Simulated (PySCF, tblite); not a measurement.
# C₅H₁₂N₂Si: geometry, infrared bands and NMR shifts

What infrared bands and NMR shifts should C₅H₁₂N₂Si (`C#CC[C@H](CN)N[SiH3]`) show?

Computed with tblite 0.8.0 and PySCF 2.14.0, with density-fitted response routines of our own, on a single molecule in the gas phase. Atoms count from 0, in the outputs and in this text.

### 1 Starting geometry

20 atoms, charge 0, multiplicity 1; geometry from: force field or distance geometry start.

Bonds of the start (Å): C0–C1 1.19, C1–C2 1.49, C2–C3 1.55, C3–C4 1.54, C4–N5 1.47, C3–N6 1.49, N6–Si7 1.71, C0–H8 1.07, C2–H9 1.09, C2–H10 1.09, C3–H11 1.11, C4–H12 1.10, C4–H13 1.11, N5–H14 1.02, N5–H15 1.03, N6–H16 1.03, Si7–H17 1.49, Si7–H18 1.48, Si7–H19 1.48.

### 2 Optimising the geometry with GFN2-xTB

Job settings and geometry (Å):

```
{"job": {"kind": "relax", "xc": "GFN2-xTB", "basis": "xTB"}, "charge": 0, "multiplicity": 1}
C     -3.122100    -1.564000    -1.167300
C     -2.025800    -1.485500    -0.722700
C     -0.648300    -1.416300    -0.153000
C     -0.306300     0.018000     0.324200
C     -0.266000     1.041900    -0.824600
N      0.179000     2.365400    -0.364000
N      0.928100     0.094800     1.154000
Si     2.476800    -0.517000     0.773500
H     -4.111300    -1.633600    -1.565200
H      0.054300    -1.748200    -0.912000
H     -0.591200    -2.117600     0.681600
H     -1.118500     0.329100     1.006500
H     -1.262800     1.152700    -1.271700
H      0.424500     0.703800    -1.619800
H      0.169500     3.022800    -1.147000
H     -0.502200     2.726500     0.318200
H      1.082000     1.101000     1.280700
H      2.354900    -1.999100     0.667600
H      3.402500    -0.114300     1.849300
H      2.877600     0.050200    -0.528200
```

The run is started by

```bash
$ OMP_NUM_THREADS=1 python probes_run.py task.json out
```

One launch serves the whole session: the jobs run in the order shown.

**Question.** This job is followed by: GFN2-xTB harmonic vibrations, gas phase; GIAO PBE0/pcSseg-1 NMR shielding, non-relativistic, gas phase. What will the session give for the following? strongest single infrared mode (GFN2-xTB); zero-point energy (GFN2-xTB); 13C shifts against TMS (PBE0/pcSseg-1); 1H shifts against TMS (PBE0/pcSseg-1, means over atoms taken as alike); 15N shifts against NH3 (PBE0/pcSseg-1); 29Si shifts against TMS (PBE0/pcSseg-1); surface potential, 1st and 99th percentile.

**Answer**, as computed:

| quantity | value |
| --- | --- |
| strongest single infrared mode (GFN2-xTB) | 2155 cm⁻¹, 389 km/mol |
| zero-point energy (GFN2-xTB) | 99.3 kcal/mol |
| 13C shifts against TMS (PBE0/pcSseg-1) | 87.4, 77.4, 59.8, 51.2, 24.9 ppm |
| 1H shifts against TMS (PBE0/pcSseg-1, means over atoms taken as alike) | 4.53, 3.72, 2.84, 2.84, 2.37, 2.13, 1.94, 1.49, 0.44 ppm |
| 15N shifts against NH3 (PBE0/pcSseg-1) | 33.5, 27.1 ppm |
| 29Si shifts against TMS (PBE0/pcSseg-1) | -70.0 ppm |
| surface potential, 1st and 99th percentile | -1.27 V and 1.43 V |

What this shows: The optimisation took 92 steps and gained 0.318 eV; among the close pairs (by a distance rule), C1–C2 changed most, from 1.492 to 1.447 Å. No mode is imaginary among the 54: a minimum at this level. The strongest single mode, at 2155 cm⁻¹, moves mainly H19. Unscaled tight-binding wavenumbers are off by several per cent, some by more. Its intensities can rank the bands wrongly. At PBE0/pcSseg-1: The widest tensor belongs to C1: span 298 ppm, with a paramagnetic part of -157 ppm.
